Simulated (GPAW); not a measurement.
The system is Ti3S2.

```xyz
5
Lattice="2.7131 1.5664 3.2376 -2.7131 1.5664 3.2376 0.0000 -3.1328 3.2376" Properties=species:S:1:pos:R:3 pbc="T T T"
Ti   -0.9107   -1.5555    3.2376
Ti    1.8024   -0.0109    3.2376
Ti   -0.8918    1.5664    3.2376
S     0.0000    0.0000    1.6302
S     0.0000    0.0000    8.0827
```

The cell comes from a database or a generator and needn't be the stable form of this composition.

Base run:

| Quantity | Value |
| --- | --- |
| Program | GPAW 26.7.0 |
| Functional | PBE |
| Potentials or basis | GPAW PAW data sets (gpaw-data 1.2.1) |
| Cutoff | 450 eV |
| Basis | pw |
| k mesh | 5 × 5 × 5 |
| Occupations | fermi-dirac, width 0.05 eV |
| Spin | no spin polarisation |

Its results: band gap on the k mesh none (metal or under the smearing width); pressure 0.4 GPa; largest force 0.041 eV/Å.

Question: The run is repeated on the same cell with these changes: functional from PBE to LDA; potentials or basis from GPAW PAW data sets (gpaw-data 1.2.1) to the program's PAW data sets (release 1.2.1) made for this functional. What comes out?

Answer: Band gap on the k mesh none (metal or under the smearing width); pressure -7.7 GPa; largest force 0.084 eV/Å.

Caveats: the cutoff is short for stress and forces, so pressures can be off by a GPa or more.

Not every run made on this cell is shown here.
